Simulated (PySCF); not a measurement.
# A diatomic session: TiCl−

One table from this session's results is given with a row withheld; the runs are named, their logs left out.

The runs use PySCF 2.14.0; Ti def2-TZVPPD, Cl def2-TZVPPD, no relativity.

The first run:

The job is set up so:

| Quantity | Value |
| --- | --- |
| atoms | Ti, Cl |
| charge | -1 |
| basis | Ti def2-TZVPPD, Cl def2-TZVPPD |
| Hamiltonian | no relativity |
| basis functions | 118 |
| electrons treated | 40 |
| masses in u | 47.9479, 34.9689 |
| levels | PBE0, PBE, r²SCAN, M06-2X, BP86, LDA, MN15, BLYP, HSE06, HF, MP2, SCS-MP2 |
| grid | 80 radial by 434 angular points |
| occupations | held fixed by the projection of orbital angular momentum |
| dissociation limit | Ti + Cl−, each in its ground configuration |
| starting distance in angstrom | 2.335 |
| values of 2S to try | 0, 2, 4 |

Started as:

```bash
$ OMP_NUM_THREADS=2 python dia.py task.json out
```

Among the steps run: Input; PBE0 along the bond; Other states along the same grid; PBE; r²SCAN (meta-GGA); M06-2X (hybrid meta-GGA); BP86 (GGA); LDA (local density); MN15 (hybrid meta-GGA); BLYP (GGA); HSE06 (range-separated hybrid); ROHF (mean field).

One of the session's tables, all rows but one given; the rest of the session is left out.

It belongs to the step «The curves together». Energy (eV) from each level's lowest point:

| R (Å) | ROHF | ROHF-MP2 | ROHF-SCS-MP2 | LDA | PBE |
| --- | --- | --- | --- | --- | --- |
| 2.037 | 1.297 | 0.791 | 0.906 | 0.327 | 0.514 |
| 2.132 | ? | ? | ? | ? | ? |
| 2.227 | 0.334 | 0.132 | 0.179 | 0.000 | 0.042 |
| 2.298 | 0.164 | 0.039 | 0.067 | 0.002 | 0.000 |
| 2.369 | 0.062 | 0.000 | 0.013 | 0.046 | 0.003 |
| 2.440 | 0.011 | 0.000 | 0.000 | 0.118 | 0.039 |
| 2.535 | 0.000 | 0.044 | 0.030 | 0.243 | 0.122 |
| 2.653 | 0.047 | 0.144 | 0.115 | 0.426 | n/a |
| 2.795 | 0.154 | 0.295 | 0.255 | 0.657 | 0.447 |
| 2.985 | 0.330 | 0.511 | 0.459 | 0.954 | 0.698 |

Q: Estimate the row for R (Å) = 2.132 from the others.

Worked estimate for «ROHF». A straight line through the neighbours (2.037, 1.297) and (2.227, 0.334) gives 1.297 + (0.334 − 1.297) × (2.132 − 2.037) / (2.227 − 2.037) = 0.815; a parabola fitted to 3 rows on both sides gives 0.723.

The run gave: ROHF: 0.703; ROHF-MP2: 0.371; ROHF-SCS-MP2: 0.447; LDA: 0.088; PBE: 0.198. In «ROHF» the line misses by +0.112 and the parabola by +0.020.
